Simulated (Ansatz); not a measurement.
# C3H8AlNO: two geometries relaxed

Are the two ends of the inversion of the pyramid at N1 separate minima, and which lies lower? Each is relaxed from a guess. SMILES of the start: [NH2][Al]1[CH2]C[CH]1O.

Method: RKS BLYP-D4/6-31G*, in Ansatz 0.2.0.

### 1 The structure to begin with

Bond lengths: N1–Al2 1.872 Å, Al2–C3 1.983 Å, C3–C4 1.623 Å, Al2–C5 1.993 Å, C4–C5 1.518 Å, C5–O6 1.402 Å, N1–H7 1.025 Å, N1–H8 1.011 Å, C3–H9 1.074 Å, C3–H10 1.091 Å, C4–H11 1.117 Å, C4–H12 1.059 Å, C5–H13 1.111 Å, O6–H14 1.007 Å. Angles (14 of 25 angles, heavy atoms first): N1–Al2–C3 132.7°, N1–Al2–C5 132.5°, C3–Al2–C5 72.6°, Al2–C3–C4 93.7°, C3–C4–C5 97.1°, Al2–C5–C4 96.6°, Al2–C5–O6 111.4°, C4–C5–O6 112.3°, Al2–N1–H7 108.1°, Al2–N1–H8 108.5°, Al2–C3–H9 111.3°, Al2–C3–H10 112.7°, C4–C3–H9 108.0°, C4–C3–H10 111.0°.

Coordinates:

```xyz
14

N    -2.4836    0.7211    0.9092
Al   -0.8793    0.7877   -0.0533
C    -0.1317   -0.3446   -1.4993
C     1.3168   -0.4872   -0.7811
C     1.0049    0.3618    0.4384
O     1.0681   -0.3737    1.6299
H    -3.0708   -0.0117    0.4980
H    -2.2698    0.5188    1.8760
H     0.0016    0.2163   -2.4060
H    -0.6281   -1.3135   -1.5738
H     1.4271   -1.5606   -0.4919
H     2.0912   -0.0853   -1.3811
H     1.6309    1.2789    0.4693
H     0.9095    0.2629    2.3945
```

### 2 End point A

input.yaml reads:

```yaml
crystal:
  periodic: [false, false, false]
  atoms:
    - { symbol: "N", position_ang: [-2.4836, 0.7211, 0.9092] }
    - { symbol: Al, position_ang: [-0.8793, 0.7877, -0.0533] }
    - { symbol: C, position_ang: [-0.1317, -0.3446, -1.4993] }
    - { symbol: C, position_ang: [1.3168, -0.4872, -0.7811] }
    - { symbol: C, position_ang: [1.0049, 0.3618, 0.4384] }
    - { symbol: O, position_ang: [1.0681, -0.3737, 1.6299] }
    - { symbol: H, position_ang: [-3.0708, -0.0117, 0.498] }
    - { symbol: H, position_ang: [-2.2698, 0.5188, 1.876] }
    - { symbol: H, position_ang: [0.0016, 0.2163, -2.406] }
    - { symbol: H, position_ang: [-0.6281, -1.3135, -1.5738] }
    - { symbol: H, position_ang: [1.4271, -1.5606, -0.4919] }
    - { symbol: H, position_ang: [2.0912, -0.0853, -1.3811] }
    - { symbol: H, position_ang: [1.6309, 1.2789, 0.4693] }
    - { symbol: H, position_ang: [0.9095, 0.2629, 2.3945] }
basis:
  gaussian: { orbitals: "6-31G*" }
hamiltonian:
  xc: blyp
  dispersion: d4
relax:
  f_tol: 0.015
  max_steps: 40
output:
  orbitals: {}
```

The run is started by

```sh
$ ansatz run input.yaml --threads 2 --pin off --max-ram 3072MiB --backend cpu --events-out ev --progress --plain --runs-dir out
```

The program printed, shortened:

```text
Warning: RAYON_NUM_THREADS=2 ignored (pool sized by the plan → 2); use --threads N
[...]
Functional definition: BLYP
[...]
1372 factors; their error is unknown
[...]
mean field -13370.49375919 eV, -491.3565828041 hartree, gradient 5.5e-5 eV, S^2 0.000000; 0 other end points of the search recorded, 0 dependent functions left out
[...]
reference -13370.49410743 eV, -491.3565956017 hartree; 27, 27 occupied and 83, 83 virtual orbitals, 1372 factors
relax step   1: F+E_penalty+E_count = -13371.12427842 eV  Δ(F+E_penalty+E_count) = +0.000e0 eV  max|allowed force component| = 3.687e0 eV/Å  Δτ_max = 0.0000 Å  (31 SCF iters, accepted)
[...]
relax step   4: F+E_penalty+E_count = -13372.22502766 eV  Δ(F+E_penalty+E_count) = -6.173e-2 eV  max|allowed force component| = 1.119e0 eV/Å  Δτ_max = 0.1679 Å  (30 SCF iters, accepted)
[...]
relax step   7: F+E_penalty+E_count = -13372.29819196 eV  Δ(F+E_penalty+E_count) = -3.897e-3 eV  max|allowed force component| = 3.016e-1 eV/Å  Δτ_max = 0.0781 Å  (31 SCF iters, accepted)
[...]
relax step  10: F+E_penalty+E_count = -13372.31216098 eV  Δ(F+E_penalty+E_count) = -5.655e-3 eV  max|allowed force component| = 1.310e-1 eV/Å  Δτ_max = 0.0892 Å  (31 SCF iters, accepted)
[...]
relax step  13: F+E_penalty+E_count = -13372.36140733 eV  Δ(F+E_penalty+E_count) = -2.801e-2 eV  max|allowed force component| = 2.323e-1 eV/Å  Δτ_max = 0.1370 Å  (30 SCF iters, accepted)
[...]
relax step  14: F+E_penalty+E_count = -13372.37645598 eV  Δ(F+E_penalty+E_count) = -1.505e-2 eV  max|allowed force component| = 3.615e-1 eV/Å  Δτ_max = 0.1951 Å  (30 SCF iters, accepted)
[...]
1372 factors; their error is unknown
```

### 3 The output, continued: end point A relaxed

The log, continued:

```text
mean field -13371.75836189 eV, -491.4030560960 hartree, gradient 1.5e-5 eV, S^2 0.000000; 0 other end points of the search recorded, 0 dependent functions left out
the calculation of the forces begins
reference -13371.75871728 eV, -491.4030691563 hartree; 27, 27 occupied and 83, 83 virtual orbitals, 1372 factors
relax step  15: F+E_penalty+E_count = -13372.38912243 eV  Δ(F+E_penalty+E_count) = -1.267e-2 eV  max|allowed force component| = 1.836e-1 eV/Å  Δτ_max = 0.0292 Å  (32 SCF iters, accepted)
these checks for a lower state are left out or cut short: starts, cluster_reference, orbital_swaps, neighbouring_geometries, increment
1372 factors; their error is unknown
mean field evaluation 128: about -13371.7627 eV, gradient 1.5e-5 eV
mean field -13371.76268125 eV, -491.4032148297 hartree, gradient 1.5e-5 eV, S^2 0.000000; 0 other end points of the search recorded, 0 dependent functions left out
the calculation of the forces begins
reference -13371.76303665 eV, -491.4032278904 hartree; 27, 27 occupied and 83, 83 virtual orbitals, 1372 factors
relax step  16: F+E_penalty+E_count = -13372.39685221 eV  Δ(F+E_penalty+E_count) = -7.730e-3 eV  max|allowed force component| = 7.738e-2 eV/Å  Δτ_max = 0.0630 Å  (31 SCF iters, accepted)
these checks for a lower state are left out or cut short: starts, cluster_reference, orbital_swaps, neighbouring_geometries, increment
1372 factors; their error is unknown
mean field -13371.76387188 eV, -491.4032585844 hartree, gradient 1.5e-5 eV, S^2 0.000000; 0 other end points of the search recorded, 0 dependent functions left out
the calculation of the forces begins
reference -13371.76422771 eV, -491.4032716612 hartree; 27, 27 occupied and 83, 83 virtual orbitals, 1372 factors
relax step  17: F+E_penalty+E_count = -13372.40127551 eV  Δ(F+E_penalty+E_count) = -4.423e-3 eV  max|allowed force component| = 1.179e-1 eV/Å  Δτ_max = 0.0688 Å  (31 SCF iters, accepted)
these checks for a lower state are left out or cut short: starts, cluster_reference, orbital_swaps, neighbouring_geometries, increment
1372 factors; their error is unknown
mean field -13371.76891921 eV, -491.4034440703 hartree, gradient 1.7e-5 eV, S^2 0.000000; 0 other end points of the search recorded, 0 dependent functions left out
the calculation of the forces begins
reference -13371.76927546 eV, -491.4034571625 hartree; 27, 27 occupied and 83, 83 virtual orbitals, 1372 factors
relax step  18: F+E_penalty+E_count = -13372.41531007 eV  Δ(F+E_penalty+E_count) = -1.403e-2 eV  max|allowed force component| = 2.446e-1 eV/Å  Δτ_max = 0.1934 Å  (30 SCF iters, accepted)
these checks for a lower state are left out or cut short: starts, cluster_reference, orbital_swaps, neighbouring_geometries, increment
1372 factors; their error is unknown
mean field -13371.77191480 eV, -491.4035541563 hartree, gradient 1.5e-5 eV, S^2 0.000000; 0 other end points of the search recorded, 0 dependent functions left out
the calculation of the forces begins
reference -13371.77227263 eV, -491.4035673062 hartree; 27, 27 occupied and 83, 83 virtual orbitals, 1372 factors
relax step  19: F+E_penalty+E_count = -13372.42415930 eV  Δ(F+E_penalty+E_count) = -8.849e-3 eV  max|allowed force component| = 2.978e-1 eV/Å  Δτ_max = 0.1347 Å  (31 SCF iters, accepted)
these checks for a lower state are left out or cut short: starts, cluster_reference, orbital_swaps, neighbouring_geometries, increment
1372 factors; their error is unknown
mean field -13371.78532866 eV, -491.4040471065 hartree, gradient 1.6e-5 eV, S^2 0.000000; 0 other end points of the search recorded, 0 dependent functions left out
the calculation of the forces begins
reference -13371.78568658 eV, -491.4040602598 hartree; 27, 27 occupied and 83, 83 virtual orbitals, 1372 factors
relax step  20: F+E_penalty+E_count = -13372.43478707 eV  Δ(F+E_penalty+E_count) = -1.063e-2 eV  max|allowed force component| = 1.296e-1 eV/Å  Δτ_max = 0.0537 Å  (32 SCF iters, accepted)
these checks for a lower state are left out or cut short: starts, cluster_reference, orbital_swaps, neighbouring_geometries, increment
1372 factors; their error is unknown
mean field evaluation 160: about -13371.7888 eV, gradient 2.4e-4 eV
mean field -13371.78880112 eV, -491.4041747171 hartree, gradient 1.6e-5 eV, S^2 0.000000; 0 other end points of the search recorded, 0 dependent functions left out
the calculation of the forces begins
reference -13371.78916019 eV, -491.4041879127 hartree; 27, 27 occupied and 83, 83 virtual orbitals, 1372 factors
relax step  21: F+E_penalty+E_count = -13372.43833258 eV  Δ(F+E_penalty+E_count) = -3.546e-3 eV  max|allowed force component| = 1.361e-1 eV/Å  Δτ_max = 0.0466 Å  (31 SCF iters, accepted)
these checks for a lower state are left out or cut short: starts, cluster_reference, orbital_swaps, neighbouring_geometries, increment
1372 factors; their error is unknown
mean field -13371.78973272 eV, -491.4042089530 hartree, gradient 1.6e-5 eV, S^2 0.000000; 0 other end points of the search recorded, 0 dependent functions left out
the calculation of the forces begins
reference -13371.79009248 eV, -491.4042221738 hartree; 27, 27 occupied and 83, 83 virtual orbitals, 1372 factors
relax step  22: F+E_penalty+E_count = -13372.43898390 eV  Δ(F+E_penalty+E_count) = -6.513e-4 eV  max|allowed force component| = 1.312e-1 eV/Å  Δτ_max = 0.0351 Å  (31 SCF iters, accepted)
these checks for a lower state are left out or cut short: starts, cluster_reference, orbital_swaps, neighbouring_geometries, increment
1372 factors; their error is unknown
mean field -13371.79085822 eV, -491.4042503143 hartree, gradient 1.6e-5 eV, S^2 0.000000; 0 other end points of the search recorded, 0 dependent functions left out
the calculation of the forces begins
reference -13371.79121783 eV, -491.4042635295 hartree; 27, 27 occupied and 83, 83 virtual orbitals, 1372 factors
relax step  23: F+E_penalty+E_count = -13372.44041556 eV  Δ(F+E_penalty+E_count) = -1.432e-3 eV  max|allowed force component| = 3.951e-2 eV/Å  Δτ_max = 0.0080 Å  (33 SCF iters, accepted)
these checks for a lower state are left out or cut short: starts, cluster_reference, orbital_swaps, neighbouring_geometries, increment
1372 factors; their error is unknown
mean field -13371.79092325 eV, -491.4042527040 hartree, gradient 1.6e-5 eV, S^2 0.000000; 0 other end points of the search recorded, 0 dependent functions left out
the calculation of the forces begins
reference -13371.79128292 eV, -491.4042659218 hartree; 27, 27 occupied and 83, 83 virtual orbitals, 1372 factors
relax step  24: F+E_penalty+E_count = -13372.44048539 eV  Δ(F+E_penalty+E_count) = -6.982e-5 eV  max|allowed force component| = 4.709e-2 eV/Å  Δτ_max = 0.0081 Å  (33 SCF iters, accepted)
these checks for a lower state are left out or cut short: starts, cluster_reference, orbital_swaps, neighbouring_geometries, increment
1372 factors; their error is unknown
mean field -13371.79100947 eV, -491.4042558727 hartree, gradient 1.6e-5 eV, S^2 0.000000; 0 other end points of the search recorded, 0 dependent functions left out
the calculation of the forces begins
reference -13371.79136916 eV, -491.4042690910 hartree; 27, 27 occupied and 83, 83 virtual orbitals, 1372 factors
relax step  25: F+E_penalty+E_count = -13372.44066640 eV  Δ(F+E_penalty+E_count) = -1.810e-4 eV  max|allowed force component| = 1.176e-2 eV/Å  Δτ_max = 0.0067 Å  (33 SCF iters, accepted)
1372 factors; their error is unknown
mean field evaluation 192: about -13371.8739 eV, gradient 3.8e-1 eV
mean field -13371.79100947 eV, -491.4042558727 hartree, gradient 1.6e-5 eV, S^2 0.000000; 1 other end points of the search recorded, 0 dependent functions left out
the calculation of the forces begins
reference -13371.79136916 eV, -491.4042690910 hartree; 27, 27 occupied and 83, 83 virtual orbitals, 1372 factors
Total energy: -13372.44102609 eV, -491.4281435426 hartree
Atom 0 at    -2.347563     0.663352     1.041255 Å, force    -0.008168     0.005174     0.007734 eV/Å
Atom 1 at    -0.825986     0.239106     0.174790 Å, force     0.005961    -0.000781    -0.011755 eV/Å
Atom 2 at    -0.055161    -0.683279    -1.406867 Å, force    -0.002864    -0.000128     0.007437 eV/Å
Atom 3 at     1.349058    -0.139826    -0.910826 Å, force     0.002709    -0.003361    -0.004831 eV/Å
Atom 4 at     1.089090     0.552700     0.442953 Å, force    -0.005251     0.001264    -0.001090 eV/Å
Atom 5 at     0.634171    -0.686997     1.338358 Å, force     0.000441    -0.000175     0.006482 eV/Å
Atom 6 at    -3.247152     0.213912     0.865569 Å, force    -0.001106    -0.001979     0.000746 eV/Å
Atom 7 at    -2.488658     1.524555     1.571147 Å, force     0.005179    -0.006894    -0.007132 eV/Å
Atom 8 at    -0.302353    -0.329799    -2.419153 Å, force    -0.000925    -0.000052     0.003812 eV/Å
Atom 9 at    -0.101086    -1.783562    -1.407557 Å, force    -0.001739     0.004228    -0.003211 eV/Å
Atom 10 at     2.105842    -0.945204    -0.831138 Å, force    -0.001561     0.001898     0.000907 eV/Å
Atom 11 at     1.739918     0.629157    -1.601087 Å, force    -0.000063    -0.001332     0.001259 eV/Å
Atom 12 at     1.944336     1.033856     0.932437 Å, force     0.009080     0.003901     0.002983 eV/Å
Atom 13 at     0.492346    -0.317071     2.238920 Å, force    -0.001692    -0.001763    -0.003341 eV/Å
Dipole moment:    -0.127937     0.215845     0.294062 e Å
```

Wall time 71 s (2 threads of Arm Neoverse V2, shared host); peak memory 0.16 GiB.

Relaxation path:

| step | energy from step 1 (eV) | largest force component (eV/Å) |
| --- | --- | --- |
| 1 | 0.0000 | 3.6869 |
| 2 | -0.9327 | 1.2880 |
| 3 | -1.0390 | 0.7121 |
| 4 | -1.1008 | 1.1191 |
| 5 | -1.1601 | 0.2898 |
| 6 | -1.1700 | 0.1832 |
| 7 | -1.1739 | 0.3016 |
| 8 | -1.1780 | 0.0919 |
| 9 | -1.1822 | 0.1074 |
| 10 | -1.1879 | 0.1310 |
| 11 | -1.1900 | 0.4672 |
| 12 | -1.2091 | 0.3023 |
| 13 | -1.2371 | 0.2323 |
| 14 | -1.2522 | 0.3615 |
| 15 | -1.2648 | 0.1836 |
| 16 | -1.2726 | 0.0774 |
| 17 | -1.2770 | 0.1179 |
| 18 | -1.2910 | 0.2446 |
| 19 | -1.2999 | 0.2978 |
| 20 | -1.3105 | 0.1296 |
| 21 | -1.3141 | 0.1361 |
| 22 | -1.3147 | 0.1312 |
| 23 | -1.3161 | 0.0395 |
| 24 | -1.3162 | 0.0471 |
| 25 | -1.3164 | 0.0118 |

Step 1 is the start.

After: Bond lengths (14 of 15 bonds, heavy atoms first): N1–Al2 1.802 Å, Al2–C3 1.987 Å, C3–C4 1.585 Å, Al2–C5 1.959 Å, C4–C5 1.543 Å, Al2–O6 2.084 Å, C5–O6 1.595 Å, N1–H7 1.021 Å, N1–H8 1.021 Å, C3–H9 1.100 Å, C3–H10 1.101 Å, C4–H11 1.108 Å, C4–H12 1.105 Å, C5–H13 1.097 Å. Angles (14 of 30 angles, heavy atoms first): N1–Al2–C3 145.1°, N1–Al2–C5 136.2°, N1–Al2–O6 115.3°, C3–Al2–C5 78.7°, C3–Al2–O6 88.1°, C5–Al2–O6 46.4°, Al2–C3–C4 86.3°, C3–C4–C5 106.2°, Al2–C5–C4 88.4°, Al2–C5–O6 71.0°, C4–C5–O6 101.1°, Al2–O6–C5 62.7°, Al2–N1–H7 123.9°, Al2–N1–H8 124.4°.

Pairs that crossed the distance rule for bonds on the way: came closer Al2–O6.

### 4 Relaxing end B

The second end starts from a geometry with the move made by hand.

Edit input.yaml of step 2 so:

```diff
@@ -9,4 +9,4 @@
     - { symbol: O, position_ang: [1.0681, -0.3737, 1.6299] }
-    - { symbol: H, position_ang: [-3.0708, -0.0117, 0.498] }
-    - { symbol: H, position_ang: [-2.2698, 0.5188, 1.876] }
+    - { symbol: H, position_ang: [-3.25094, 0.93218, 0.26305] }
+    - { symbol: H, position_ang: [-2.43792, 1.39966, 1.65673] }
     - { symbol: H, position_ang: [0.0016, 0.2163, -2.406] }
@@ -25,3 +25 @@
   max_steps: 40
-output:
-  orbitals: {}
```

The run is started by

```sh
$ ansatz run input.yaml --threads 2 --pin off --max-ram 3072MiB --backend cpu --events-out ev --progress --plain --runs-dir out
```

The program printed, shortened:

```text
Warning: RAYON_NUM_THREADS=2 ignored (pool sized by the plan → 2); use --threads N
[...]
[... 1 set-up line as earlier in the session ...]
[...]
1372 factors; their error is unknown
[...]
mean field -13370.56551667 eV, -491.3592198429 hartree, gradient 2.6e-5 eV, S^2 0.000000; 0 other end points of the search recorded, 0 dependent functions left out
[...]
reference -13370.56587132 eV, -491.3592328761 hartree; 27, 27 occupied and 83, 83 virtual orbitals, 1372 factors
relax step   1: F+E_penalty+E_count = -13371.19241479 eV  Δ(F+E_penalty+E_count) = +0.000e0 eV  max|allowed force component| = 3.639e0 eV/Å  Δτ_max = 0.0000 Å  (33 SCF iters, accepted)
[...]
relax step   4: F+E_penalty+E_count = -13372.26427390 eV  Δ(F+E_penalty+E_count) = -6.412e-2 eV  max|allowed force component| = 4.496e-1 eV/Å  Δτ_max = 0.2000 Å  (37 SCF iters, accepted)
[...]
relax step   7: F+E_penalty+E_count = -13372.29890467 eV  Δ(F+E_penalty+E_count) = -3.520e-3 eV  max|allowed force component| = 2.072e-1 eV/Å  Δτ_max = 0.0241 Å  (32 SCF iters, accepted)
[...]
relax step  10: F+E_penalty+E_count = -13372.30938129 eV  Δ(F+E_penalty+E_count) = -6.500e-3 eV  max|allowed force component| = 7.828e-2 eV/Å  Δτ_max = 0.0549 Å  (31 SCF iters, accepted)
[...]
relax step  13: F+E_penalty+E_count = -13372.34852516 eV  Δ(F+E_penalty+E_count) = -1.107e-2 eV  max|allowed force component| = 4.436e-1 eV/Å  Δτ_max = 0.1966 Å  (30 SCF iters, accepted)
[...]
relax step  14: F+E_penalty+E_count = -13372.37455966 eV  Δ(F+E_penalty+E_count) = -2.603e-2 eV  max|allowed force component| = 2.544e-1 eV/Å  Δτ_max = 0.0670 Å  (31 SCF iters, accepted)
[...]
relax step  15: F+E_penalty+E_count = -13372.39074063 eV  Δ(F+E_penalty+E_count) = -1.618e-2 eV  max|allowed force component| = 2.307e-1 eV/Å  Δτ_max = 0.1345 Å  (30 SCF iters, accepted)
[...]
1372 factors; their error is unknown
[...]
```

### 5 The log goes on: end point B relaxed

Output, continued, shortened:

```text
mean field -13371.76414005 eV, -491.4032684396 hartree, gradient 1.5e-5 eV, S^2 0.000000; 0 other end points of the search recorded, 0 dependent functions left out
[...]
reference -13371.76449578 eV, -491.4032815124 hartree; 27, 27 occupied and 83, 83 virtual orbitals, 1372 factors
relax step  16: F+E_penalty+E_count = -13372.40110275 eV  Δ(F+E_penalty+E_count) = -1.036e-2 eV  max|allowed force component| = 1.687e-1 eV/Å  Δτ_max = 0.0547 Å  (31 SCF iters, accepted)
[...]
relax step  18: F+E_penalty+E_count = -13372.41450047 eV  Δ(F+E_penalty+E_count) = -9.630e-3 eV  max|allowed force component| = 2.224e-1 eV/Å  Δτ_max = 0.1396 Å  (31 SCF iters, accepted)
[...]
relax step  20: F+E_penalty+E_count = -13372.43120556 eV  Δ(F+E_penalty+E_count) = -1.040e-2 eV  max|allowed force component| = 9.458e-2 eV/Å  Δτ_max = 0.0589 Å  (31 SCF iters, accepted)
[...]
Atom 4 at     1.107919     0.573525     0.428688 Å, force    -0.003904    -0.000203     0.002650 eV/Å
Atom 5 at     0.482295    -0.564642     1.356183 Å, force     0.001973     0.001127    -0.003296 eV/Å
Atom 6 at    -3.250454     0.747980     0.702491 Å, force     0.001455     0.000278     0.001571 eV/Å
Atom 7 at    -2.372425     1.999368     1.376233 Å, force     0.003451    -0.004954    -0.003336 eV/Å
Atom 8 at    -0.285153    -0.264800    -2.444583 Å, force    -0.000150     0.000893     0.002487 eV/Å
Atom 9 at    -0.288612    -1.688557    -1.372815 Å, force     0.001981     0.002593    -0.000690 eV/Å
Atom 10 at     1.981650    -1.087805    -0.744879 Å, force    -0.001301     0.001465     0.000727 eV/Å
Atom 11 at     1.829344     0.482567    -1.590903 Å, force    -0.000802    -0.001614     0.000042 eV/Å
Atom 12 at     1.998107     0.973732     0.929496 Å, force    -0.002139    -0.001623    -0.000929 eV/Å
Atom 13 at     0.354809    -0.141311     2.234989 Å, force    -0.001342     0.002219     0.000671 eV/Å
Dipole moment:    -0.111473     0.242409     0.277775 e Å
```

Wall time 70 s (2 threads of Arm Neoverse V2, shared host); peak memory 0.16 GiB.

Relaxation path:

| step | energy from step 1 (eV) | largest force component (eV/Å) |
| --- | --- | --- |
| 1 | 0.0000 | 3.6386 |
| 2 | -0.9104 | 1.2077 |
| 3 | -1.0077 | 0.6960 |
| 4 | -1.0719 | 0.4496 |
| 5x | -0.9265 | 1.3110 |
| 6 | -1.1030 | 0.1963 |
| 7 | -1.1065 | 0.2072 |
| 8 | -1.1105 | 0.1543 |
| 9x | -1.1084 | 0.2485 |
| 10 | -1.1170 | 0.0783 |
| 11 | -1.1285 | 0.1088 |
| 12 | -1.1450 | 0.1759 |
| 13 | -1.1561 | 0.4436 |
| 14 | -1.1821 | 0.2544 |
| 15 | -1.1983 | 0.2307 |
| 16 | -1.2087 | 0.1687 |
| 17 | -1.2125 | 0.1452 |
| 18 | -1.2221 | 0.2224 |
| 19 | -1.2284 | 0.3879 |
| 20 | -1.2388 | 0.0946 |
| 21 | -1.2451 | 0.0892 |
| 22 | -1.2460 | 0.1893 |
| 23 | -1.2477 | 0.0790 |
| 24 | -1.2482 | 0.0189 |
| 25 | -1.2483 | 0.0076 |

Step 1 is the start. 2 steps were tried and not accepted (marked x).

After: Bond lengths (14 of 15 bonds, heavy atoms first): N1–Al2 1.802 Å, Al2–C3 1.986 Å, C3–C4 1.585 Å, Al2–C5 1.960 Å, C4–C5 1.543 Å, Al2–O6 2.084 Å, C5–O6 1.596 Å, N1–H7 1.021 Å, N1–H8 1.021 Å, C3–H9 1.100 Å, C3–H10 1.101 Å, C4–H11 1.108 Å, C4–H12 1.105 Å, C5–H13 1.097 Å. Angles (14 of 30 angles, heavy atoms first): N1–Al2–C3 145.0°, N1–Al2–C5 136.3°, N1–Al2–O6 115.3°, C3–Al2–C5 78.7°, C3–Al2–O6 88.1°, C5–Al2–O6 46.4°, Al2–C3–C4 86.3°, C3–C4–C5 106.2°, Al2–C5–C4 88.4°, Al2–C5–O6 70.9°, C4–C5–O6 101.0°, Al2–O6–C5 62.7°, Al2–N1–H7 123.8°, Al2–N1–H8 124.4°.

Pairs that crossed the distance rule for bonds on the way: came closer Al2–O6.

### 6 Outcome

| quantity | value |
| --- | --- |
| end A | 24 moves, 1.316 eV lower |
| end B | 22 moves, 1.248 eV lower |
| largest difference between the ends | 0.01 Å |
| end B relative to end A | -0.000 eV |

Both starts fell into the same minimum (no atom differs by more than 0.01 Å), so from this start no second minimum was found and no band was run; another arrangement could still be one.
